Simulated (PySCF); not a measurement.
# FC3SH3 in PySCF: notebook

Aim: see how the results for FC3SH3 move with the level of theory and the settings. Levels: HF, PBE, PBE0. Tasks: MP2 correlation energy, RPA correlation energy, G0W0 quasiparticle levels, excitation energies (Tamm-Dancoff).

Everything below comes from runs of PySCF 2.14.0. Logs are shortened: lines on timing, memory, paths and dates and some standing lists are left out, and cuts for length are marked.

### 1 Starting point

The cell holds a molecule in a box, 8 atoms: a = 13.000 Å, b = 14.000 Å, c = 12.000 Å, α = 90.00°, β = 90.00°, γ = 90.00°.

### 2 MP2 correlation energy, HF

run.py reads:

```python
import json
import numpy as np
from pyscf.pbc import gto, scf, dft, df

cell = gto.Cell()
cell.basis = 'cc-pvdz'
cell.fromfile('H3C3SF.xyz')
cell.exp_to_discard = 0
cell.precision = 1e-08
cell.max_memory = 2520  # MB
cell.verbose = 4
cell.build()

res = {}
kpts = cell.make_kpts([1, 1, 1])
mf = scf.KRHF(cell, kpts, exxdiv='ewald')
mf = mf.density_fit()
mf.with_df._cderi = 'cderi.h5'  # three-centre integrals saved by an earlier run on this cell, basis and mesh
mf.conv_tol = 1e-08
mf.max_cycle = 60

mf.kernel()
res.update(converged=bool(mf.converged), e_tot=mf.e_tot, nelec=cell.nelectron, nao=cell.nao, mesh=list(map(int, cell.mesh)), a=cell.lattice_vectors().tolist(), coords=cell.atom_coords().tolist(),
           mo_energy=[np.real(x).tolist() for x in mf.mo_energy], mo_occ=[np.real(x).tolist() for x in mf.mo_occ])
import h5py
print('fit functions by k pair:', sorted({v['0'].shape[0] for v in h5py.File(mf.with_df._cderi)['j3c'].values()}))
res.update(kpts=cell.get_scaled_kpts(kpts).tolist())
res['parts'] = {k: float(np.real(v)) for k, v in mf.scf_summary.items() if np.isscalar(v)}
json.dump(res, open('results.json', 'w'))
if not mf.converged:
    raise SystemExit('SCF not converged')

print('levels (eV)')
for i, kp in enumerate(res['kpts'][:40]):
    print('k %7.4f %7.4f %7.4f  ' % tuple(kp), ' '.join('%.3f' % (x * 27.211386) for x in res['mo_energy'][i][:28]))

# Mulliken populations
dm, s = np.asarray(mf.make_rdm1()), np.asarray(mf.get_ovlp())
sites = cell.aoslice_by_atom()[:, 2:]
tot = np.einsum('kij,kji->i', dm, s).real / len(kpts)
res['mulliken'] = [cell.atom_charge(i) - tot[a0:a1].sum() for i, (a0, a1) in enumerate(sites)]
print('Mulliken charges', np.round(res['mulliken'], 5))

from pyscf.pbc import mp
pt = mp.KMP2(mf, frozen=9)
pt.kernel(with_t2=False)
res.update(e_corr=pt.e_corr, e_ss=getattr(pt, 'e_corr_ss', None), e_os=getattr(pt, 'e_corr_os', None))
res['done'] = True
json.dump(res, open('results.json', 'w'))
```

H3C3SF.xyz reads:

```xyz
8
Lattice="13.0000000000 0.0000000000 0.0000000000 0.0000000000 14.0000000000 0.0000000000 0.0000000000 0.0000000000 12.0000000000" Properties=species:S:1:pos:R:3 pbc="T T T"
F      6.5100999600      9.0873500200      7.2033500400
C      7.2466999800      8.3185499600      6.3310500000
C      6.4561000400      7.2011500400      5.8159500000
C      6.2915000200      5.9722500600      5.5163499600
S      4.8983000300      6.9475499800      4.8646500000
H      8.1276999700      7.9387499800      6.8573499600
H      7.5630999600      8.9583499600      5.4997500000
H      6.6392999400      4.9546499800      5.4976500000
```

Potentials or basis: cc-pvdz (all-electron).

Command:

```console
$ OMP_NUM_THREADS=2 python -u run.py > log
```

Log:

```text
Discarded 0 diffused primitive functions, 0 contracted functions

******** <class 'pyscf.pbc.scf.khf.KRHF'> ********
method = KRHF
initial guess = minao
damping factor = 0
level_shift factor = 0
DIIS = <class 'pyscf.scf.diis.CDIIS'>
diis_start_cycle = 1
diis_space = 8
diis_damp = 0
SCF conv_tol = 1e-08
SCF conv_tol_grad = None
SCF max_cycles = 60
direct_scf = True
direct_scf_tol = 1e-13

******** PBC SCF flags ********
N kpts = 1
Exchange divergence treatment (exxdiv) = ewald
    madelung (= occupied orbital energy shift) = 0.11502128564089273
    Total energy shift due to Ewald probe charge = -1/2 * Nelec*madelung = -2.64548956974
DF object = <pyscf.pbc.df.df.GDF object>
Set gradient conv threshold to 0.0001

******** <class 'pyscf.pbc.df.rsdf_builder._RSNucBuilder'> ********
mesh = [47 51 45] (107865 PWs)
ke_cutoff = 17.302185920816544
omega = 0.5229654415994075
exclude_d_aux = False
exclude_dd_block = True
j2c_eig_always = False
has_long_range = True
init E= -613.485411134115
  HOMO = -0.156931248522  LUMO = 0.0572444019063  gap/eV = 5.82802
cycle= 1 E= -612.086552837663  delta_E=  1.4  |g|= 0.689  |ddm|= 2.75
  HOMO = -0.276572698814  LUMO = 0.0445800610923  gap/eV = 8.73901
cycle= 2 E= -612.182663812902  delta_E= -0.0961  |g|= 0.439  |ddm|= 0.949
  HOMO = -0.288979518036  LUMO = 0.129042452397  gap/eV = 11.37496
cycle= 3 E= -612.224933561831  delta_E= -0.0423  |g|= 0.0611  |ddm|= 0.365
  HOMO = -0.290627387792  LUMO = 0.135010443727  gap/eV = 11.58220
cycle= 4 E= -612.226445856401  delta_E= -0.00151  |g|= 0.0237  |ddm|= 0.102
  HOMO = -0.290588388036  LUMO = 0.13499560281  gap/eV = 11.58073
cycle= 5 E= -612.226637067707  delta_E= -0.000191  |g|= 0.00718  |ddm|= 0.0366
  HOMO = -0.290950693571  LUMO = 0.135297045331  gap/eV = 11.59879
cycle= 6 E= -612.226661576666  delta_E= -2.45e-05  |g|= 0.00258  |ddm|= 0.0123
  HOMO = -0.291115712111  LUMO = 0.13542661119  gap/eV = 11.60681
cycle= 7 E= -612.226667218237  delta_E= -5.64e-06  |g|= 0.000978  |ddm|= 0.00714
  HOMO = -0.291126938009  LUMO = 0.135499925953  gap/eV = 11.60911
cycle= 8 E= -612.226668186859  delta_E= -9.69e-07  |g|= 0.000321  |ddm|= 0.00315
  HOMO = -0.291166347852  LUMO = 0.135519333356  gap/eV = 11.61071
cycle= 9 E= -612.226668332852  delta_E= -1.46e-07  |g|= 0.000147  |ddm|= 0.00132
  HOMO = -0.291155480883  LUMO = 0.135505666215  gap/eV = 11.61004
cycle= 10 E= -612.226668360513  delta_E= -2.77e-08  |g|= 6.36e-05  |ddm|= 0.00054
  HOMO = -0.291152903938  LUMO = 0.135509762634  gap/eV = 11.61008
cycle= 11 E= -612.226668367124  delta_E= -6.61e-09  |g|= 2.69e-05  |ddm|= 0.000308
  HOMO = -0.291155052347  LUMO = 0.135506050808  gap/eV = 11.61004
Extra cycle  E= -612.226668367808  delta_E= -6.83e-10  |g|= 1.59e-05  |ddm|= 6.51e-05
converged SCF energy = -612.226668367808
fit functions by k pair: [461]
levels (eV)
k  0.0000  0.0000  0.0000   -2501.909 -715.255 -308.641 -307.362 -307.281 -243.384 -180.305 -180.246 -180.166 -43.508 -31.850 -27.258 -22.681 -20.967 -19.390 -19.247 -18.735 -15.715 -15.151 -13.264 -12.741 -11.297 -7.923 3.687 4.276 5.432 5.701 6.309
Mulliken charges [-0.32953  0.39237 -0.0988  -0.08878 -0.06691  0.05682  0.0616   0.07323]

******** <class 'pyscf.pbc.mp.kmp2.KMP2'> ********
nkpts = 1
nocc = 14
nmo = 80
with_df_ints = True
frozen orbitals = 9
E(KMP2) = -612.931867349438  E_corr = -0.70519898163001
E(SCS-KMP2) = -612.913240881285  E_corr = -0.686572513477394
E_corr(same-spin) = -0.184230305167636
E_corr(oppo-spin) = -0.520968676462374
```

It took 11 s on 2 threads of Arm Neoverse V1, shared host; peak memory 1.9 GiB.

Results:

```yaml
Free_energy: -16659.5363 eV
Gap_between_the_frontier_levels: 11.61 eV
Mulliken_charges: F -0.33; C +0.39, -0.10, -0.09; S -0.07; H +0.06, +0.07 e
MP2_correlation_energy_per_cell: -19.189 eV
```

Caveat: the basis is small and the box finite, so much correlation energy is missing and levels can be off by tenths of an eV; Mulliken charges move with the basis; this is a molecule in a periodic box at the Γ point, so its band gap is the HOMO-LUMO gap; total energy, band gap and charges are those of the mean-field reference; the basis of atomic orbitals isn't converged, which shifts pressures, moduli and gaps.

### 3 RPA correlation energy, PBE

run.py, as its differences from that of step 2:

```diff
@@ -15,3 +15,3 @@
 kpts = cell.make_kpts([1, 1, 1])
-mf = scf.KRHF(cell, kpts, exxdiv='ewald')
+mf = dft.KRKS(cell, kpts, xc='pbe')
 mf = mf.density_fit()
@@ -43,6 +43,9 @@
 
-from pyscf.pbc import mp
-pt = mp.KMP2(mf, frozen=9)
-pt.kernel(with_t2=False)
-res.update(e_corr=pt.e_corr, e_ss=getattr(pt, 'e_corr_ss', None), e_os=getattr(pt, 'e_corr_os', None))
+from pyscf.pbc.gw.krpa import KRPA
+rpa = KRPA(mf, frozen=9)
+rpa.kernel()
+res.update(e_corr=rpa.e_corr, e_hf=rpa.e_hf, e_rpa=rpa.e_tot)
+rpa.fc = True  # again, with the correction for q -> 0
+rpa.kernel()
+res['e_corr_fc'] = rpa.e_corr
 res['done'] = True
```

H3C3SF.xyz is that of step 2.

Potentials or basis: cc-pvdz (all-electron).

Command:

```console
$ OMP_NUM_THREADS=2 python -u run.py > log
```

Log:

```text
Discarded 0 diffused primitive functions, 0 contracted functions

******** <class 'pyscf.pbc.dft.krks.KRKS'> ********
method = KRKS
initial guess = minao
damping factor = 0
level_shift factor = 0
DIIS = <class 'pyscf.scf.diis.CDIIS'>
diis_start_cycle = 1
diis_space = 8
diis_damp = 0
SCF conv_tol = 1e-08
SCF conv_tol_grad = None
SCF max_cycles = 60
direct_scf = True
direct_scf_tol = 1e-13

******** PBC SCF flags ********
N kpts = 1
Exchange divergence treatment (exxdiv) = ewald
    madelung (= occupied orbital energy shift) = 0.11502128564089273
    Total energy shift due to Ewald probe charge = -1/2 * Nelec*madelung = -2.64548956974
DF object = <pyscf.pbc.df.df.GDF object>
XC functionals = pbe
small_rho_cutoff = 0
radial grids:
    Treutler-Ahlrichs [JCP 102, 346 (1995); DOI:10.1063/1.469408] (M4) radial grids

becke partition: Becke, JCP 88, 2547 (1988); DOI:10.1063/1.454033
pruning grids: <function nwchem_prune>
grids dens level: 3
symmetrized grids: False
atomic radii adjust function: <function treutler_atomic_radii_adjust>
Set gradient conv threshold to 0.0001

******** <class 'pyscf.pbc.df.rsdf_builder._RSNucBuilder'> ********
mesh = [47 51 45] (107865 PWs)
ke_cutoff = 17.302185920816544
omega = 0.5229654415994075
exclude_d_aux = False
exclude_dd_block = True
j2c_eig_always = False
has_long_range = True
tot grids = 104920
cell vol = 14738.3625  sum(weights) = 14554.1706
nelec by numeric integration = 46.00000168703175
init E= -614.472399109137
  HOMO = -0.206201022106  LUMO = -0.0827336916631  gap/eV = 3.35972
nelec by numeric integration = 46.0000086014291
cycle= 1 E= -613.599116050836  delta_E= 0.873  |g|= 0.483  |ddm|= 2.97
  HOMO = -0.110153934997  LUMO = -0.0333080343877  gap/eV = 2.09108
nelec by numeric integration = 46.00000672304978
cycle= 2 E= -613.51427018497  delta_E= 0.0848  |g|= 0.869  |ddm|= 1.29
  HOMO = -0.136130205732  LUMO = -0.040813405194  gap/eV = 2.59370
nelec by numeric integration = 46.0000076924968
cycle= 3 E= -613.640234601204  delta_E= -0.126  |g|= 0.128  |ddm|= 0.847
  HOMO = -0.147598026135  LUMO = -0.0548813516365  gap/eV = 2.52295
nelec by numeric integration = 46.000007634262005
cycle= 4 E= -613.642767109436  delta_E= -0.00253  |g|= 0.0788  |ddm|= 0.182
  HOMO = -0.148880245715  LUMO = -0.0530321642461  gap/eV = 2.60816
nelec by numeric integration = 46.0000078329577
cycle= 5 E= -613.644261616885  delta_E= -0.00149  |g|= 0.0278  |ddm|= 0.0991
  HOMO = -0.14723661509  LUMO = -0.0511747422766  gap/eV = 2.61398
nelec by numeric integration = 46.00000778699996
cycle= 6 E= -613.644444172775  delta_E= -0.000183  |g|= 0.00886  |ddm|= 0.0362
  HOMO = -0.14699038332  LUMO = -0.0518245365255  gap/eV = 2.58959
nelec by numeric integration = 46.0000077731962
cycle= 7 E= -613.644466081179  delta_E= -2.19e-05  |g|= 0.00262  |ddm|= 0.0119
  HOMO = -0.147267460878  LUMO = -0.0517892011439  gap/eV = 2.59810
nelec by numeric integration = 46.000007779525795
cycle= 8 E= -613.64446820566  delta_E= -2.12e-06  |g|= 0.000333  |ddm|= 0.00308
  HOMO = -0.147237342865  LUMO = -0.0517888502634  gap/eV = 2.59729
nelec by numeric integration = 46.00000777870325
cycle= 9 E= -613.644468232737  delta_E= -2.71e-08  |g|= 9.71e-05  |ddm|= 0.000415
  HOMO = -0.147239221059  LUMO = -0.0517879773207  gap/eV = 2.59736
nelec by numeric integration = 46.00000777875786
cycle= 10 E= -613.644468234782  delta_E= -2.04e-09  |g|= 2.56e-05  |ddm|= 0.000102
  HOMO = -0.147234149396  LUMO = -0.0517884333151  gap/eV = 2.59721
nelec by numeric integration = 46.00000777861183
Extra cycle  E= -613.644468234554  delta_E= 2.28e-10  |g|= 3.8e-05  |ddm|= 7.65e-05
converged SCF energy = -613.644468234554
fit functions by k pair: [461]
levels (eV)
k  0.0000  0.0000  0.0000   -2395.950 -659.944 -271.722 -270.591 -270.554 -208.432 -154.705 -154.562 -154.272 -29.705 -21.942 -18.258 -15.059 -13.745 -12.354 -12.078 -11.951 -8.778 -8.735 -8.220 -7.668 -7.222 -4.006 -1.409 -0.519 0.579 1.692 2.139
Mulliken charges [-0.19265  0.2347   0.01121 -0.0751  -0.0814   0.04285  0.04683  0.01355]

******** <class 'pyscf.pbc.gw.krpa.KRPA'> ********
method = KRPA
RPA nocc = 14, nvir = 66, nkpts = 1
frozen orbitals = 9
grid type = legendre
outcore mode = False
RPA finite size corrections = False
ACFD exchange energy = False

******** <class 'pyscf.pbc.gw.krpa.KRPA'> ********
method = KRPA
RPA nocc = 14, nvir = 66, nkpts = 1
frozen orbitals = 9
grid type = legendre
outcore mode = False
RPA finite size corrections = True
ACFD exchange energy = False
```

Wall time 44 s (2 threads of Arm Neoverse V1, shared host); peak memory 1.9 GiB.

Results:

| Item | Value |
| --- | --- |
| Free energy | -16698.1166 eV |
| Gap between the frontier levels, mean-field level | 2.60 eV |
| Mulliken charges | F -0.19; C +0.23, +0.01, -0.08; S -0.08; H +0.04, +0.05, +0.01 e |
| RPA correlation energy | -3.716 eV/atom |
| RPA correlation energy per cell | -29.731 eV |

Levels at points of the mesh, in eV from the valence-band top:
```tsv
k point	band 19	band 20	band 21	band 22	band 23	band 24	band 25	band 26	band 27	band 28
(0.00, 0.00, 0.00)	-4.73	-4.21	-3.66	-3.22	0.00	2.60	3.49	4.59	5.70	6.15
```

Caveat: the basis is small and the box finite, so much correlation energy is missing and levels can be off by tenths of an eV; Mulliken charges move with the basis; this is a molecule in a periodic box at the Γ point, so its band gap is the HOMO-LUMO gap; total energy, band gap and charges are those of the mean-field reference; the basis of atomic orbitals isn't converged, which shifts pressures, moduli and gaps.

### 4 G0W0 quasiparticle levels, PBE0

run.py, as its differences from that of step 3:

```diff
@@ -15,3 +15,3 @@
 kpts = cell.make_kpts([1, 1, 1])
-mf = dft.KRKS(cell, kpts, xc='pbe')
+mf = dft.KRKS(cell, kpts, xc='pbe0', exxdiv='ewald')
 mf = mf.density_fit()
@@ -43,9 +43,9 @@
 
-from pyscf.pbc.gw.krpa import KRPA
-rpa = KRPA(mf, frozen=9)
-rpa.kernel()
-res.update(e_corr=rpa.e_corr, e_hf=rpa.e_hf, e_rpa=rpa.e_tot)
-rpa.fc = True  # again, with the correction for q -> 0
-rpa.kernel()
-res['e_corr_fc'] = rpa.e_corr
+from pyscf.pbc.gw.krgw_ac import KRGWAC
+gw = KRGWAC(mf, frozen=9)
+gw.fc = True
+orbs = list(range(20, 26))
+gw.kernel(orbs=orbs)
+res['orbs'] = orbs
+res['qp'] = np.asarray(gw.mo_energy).real.tolist()
 res['done'] = True
```

H3C3SF.xyz is that of step 3.

Potentials or basis: cc-pvdz (all-electron).

Command:

```console
$ OMP_NUM_THREADS=2 python -u run.py > log
```

Log:

```text
Discarded 0 diffused primitive functions, 0 contracted functions

******** <class 'pyscf.pbc.dft.krks.KRKS'> ********
method = KRKS
initial guess = minao
damping factor = 0
level_shift factor = 0
DIIS = <class 'pyscf.scf.diis.CDIIS'>
diis_start_cycle = 1
diis_space = 8
diis_damp = 0
SCF conv_tol = 1e-08
SCF conv_tol_grad = None
SCF max_cycles = 60
direct_scf = True
direct_scf_tol = 1e-13

******** PBC SCF flags ********
N kpts = 1
Exchange divergence treatment (exxdiv) = ewald
    madelung (= occupied orbital energy shift) = 0.11502128564089273
    Total energy shift due to Ewald probe charge = -1/2 * Nelec*madelung = -2.64548956974
DF object = <pyscf.pbc.df.df.GDF object>
XC functionals = pbe0
small_rho_cutoff = 0
radial grids:
    Treutler-Ahlrichs [JCP 102, 346 (1995); DOI:10.1063/1.469408] (M4) radial grids

becke partition: Becke, JCP 88, 2547 (1988); DOI:10.1063/1.454033
pruning grids: <function nwchem_prune>
grids dens level: 3
[... 36 lines left out ...]
cycle= 7 E= -613.690095565417  delta_E= -3.47e-06  |g|= 0.000867  |ddm|= 0.00465
  HOMO = -0.192745592233  LUMO = -0.0143938574633  gap/eV = 4.85320
nelec by numeric integration = 46.000007900298
cycle= 8 E= -613.690095776938  delta_E= -2.12e-07  |g|= 0.000199  |ddm|= 0.0011
  HOMO = -0.19272369407  LUMO = -0.0144008171801  gap/eV = 4.85241
nelec by numeric integration = 46.000007899979565
cycle= 9 E= -613.690095788988  delta_E= -1.2e-08  |g|= 5.33e-05  |ddm|= 0.000273
  HOMO = -0.192720228084  LUMO = -0.0143951148997  gap/eV = 4.85247
nelec by numeric integration = 46.00000789999757
cycle= 10 E= -613.690095789839  delta_E= -8.51e-10  |g|= 1.56e-05  |ddm|= 7.09e-05
  HOMO = -0.192721545289  LUMO = -0.0143960208828  gap/eV = 4.85248
nelec by numeric integration = 46.00000790000007
Extra cycle  E= -613.690095789821  delta_E= 1.77e-11  |g|= 2.08e-05  |ddm|= 3.68e-05
converged SCF energy = -613.690095789821
fit functions by k pair: [461]
levels (eV)
k  0.0000  0.0000  0.0000   -2422.504 -673.900 -281.061 -279.935 -279.897 -217.479 -161.385 -161.263 -161.023 -33.434 -24.724 -20.806 -17.252 -15.814 -14.305 -14.056 -13.937 -10.579 -10.470 -9.956 -9.404 -8.539 -5.244 -0.392 0.459 1.648 2.573 3.075
Mulliken charges [-0.23138  0.25291 -0.02669 -0.08794 -0.07405  0.05991  0.06439  0.04285]

******** <class 'pyscf.pbc.gw.krgw_ac.KRGWAC'> ********
method = KRGWAC
GW nocc = 14, nvir = 66, nkpts = 1
frozen orbitals = 9
orbital list = [20, 21, 22, 23, 24, 25]
off-diagonal self-energy = False
GW density matrix = False
density-fitting for exchange = False
outcore for self-energy= False
finite size corrections = True
grids for finite size corrections = False
broadening parameter = 5.000e-03
number of grids = 100
analytic continuation method = pade
imaginary frequency cutoff = 5.0
Pade points = 18
Pade step ratio = 0.667
use perturbative linearized QP eqn = False
QPE max iter = 100
QPE tolerance = 1.0e-06

WARN: GW QP energies may not be sorted from min to max
```

It took 42 s on 2 threads of Arm Neoverse V1, shared host; peak memory 1.9 GiB.

Results:

| Quantity | Value |
| --- | --- |
| Free energy | -16699.3582 eV |
| Gap between the frontier levels, mean-field level | 4.85 eV |
| Mulliken charges | F -0.23; C +0.25, -0.03, -0.09; S -0.07; H +0.06, +0.04 e |
| Quasiparticle gap | 9.10 eV |

Caveat: the basis is small and the box finite, so much correlation energy is missing and levels can be off by tenths of an eV; Mulliken charges move with the basis; this is a molecule in a periodic box at the Γ point, so its band gap is the HOMO-LUMO gap; total energy, band gap and charges are those of the mean-field reference; the basis of atomic orbitals isn't converged, which shifts pressures, moduli and gaps.

(Continued in part 2 of 2.)
